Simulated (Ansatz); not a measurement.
# PbS, space group Fm-3m: a dielectric-dependent hybrid calculation

Program: Ansatz 0.2.0, Python API.

The cells in order, each with its output:

In [1]:
```python
import ansatz as az
import numpy as np
```

In [2]:
```python
def count_gap(report):
    # lowest empty less highest filled band, counting bands; zero where they overlap
    return max(report.get("gap_by_band_count_ev") or 0.0, 0.0)
```

In [3]:
```python
lattice = az.Lattice.of(
    (0.0, 2.96575, 2.96575),
    (2.96575, 0.0, 2.96575),
    (2.96575, 2.96575, 0.0),
)
sites = [
    ("Pb", (0.0, 0.0, 0.0)),
    ("S", (0.5, 0.5, 0.5)),
]
xtal = az.Crystal(lattice=lattice)
for symbol, position in sites:
    xtal = xtal.atom(symbol, position)
```

In [4]:
```python
[site.symbol for site in xtal.resolved().sites]
```
Out [4]:
```text
['Pb', 'S']
```

In [5]:
```python
base = (
    xtal.calculation()
    .basis(31 * az.Ry)
    .kpoints(4)
    .occupations("fixed")
    .band_table()
)
semilocal = base.functional("pbe").run().report
hybrid = base.functional(exchange="pbe", correlation="pbe", exact_fraction="inverse_dielectric").run().report
alpha = hybrid["hybrid"]["exact_exchange_fraction"]
print(f"fraction of exact exchange {alpha:.4f}, so eps_inf = {1 / alpha:.2f}")
print(f"gap by band count: {count_gap(semilocal):.3f} eV semilocal, {count_gap(hybrid):.3f} eV hybrid")
```
```text
fraction of exact exchange 0.0583, so eps_inf = 17.14
gap by band count: 0.357 eV semilocal, 0.592 eV hybrid
```

The fraction is 0.0583, one over a mean dielectric constant (a third of the trace) of 17.14. It opens the gap from 0.357 to 0.592 eV, by 0.23 eV.

Notes:
- Energy and stress may still move on a finer k-point mesh.
- Of the deposited cell: the entry's cell lengths or inner coordinates differ somewhat from later room-temperature determinations.
- The starting cell is as deposited in a crystallographic database; the results hold for this polymorph, which needn't be the stable one.
- Levels are Kohn-Sham eigenvalues on this mesh, without spin-orbit coupling.
- The gaps are those of a coarse mesh; the run finds the dielectric constant of the semilocal functional on meshes of its own.
- Wall time of the script: 38 s on 1 thread of Arm Neoverse V1 (shared host), peak memory 0.83 GiB.
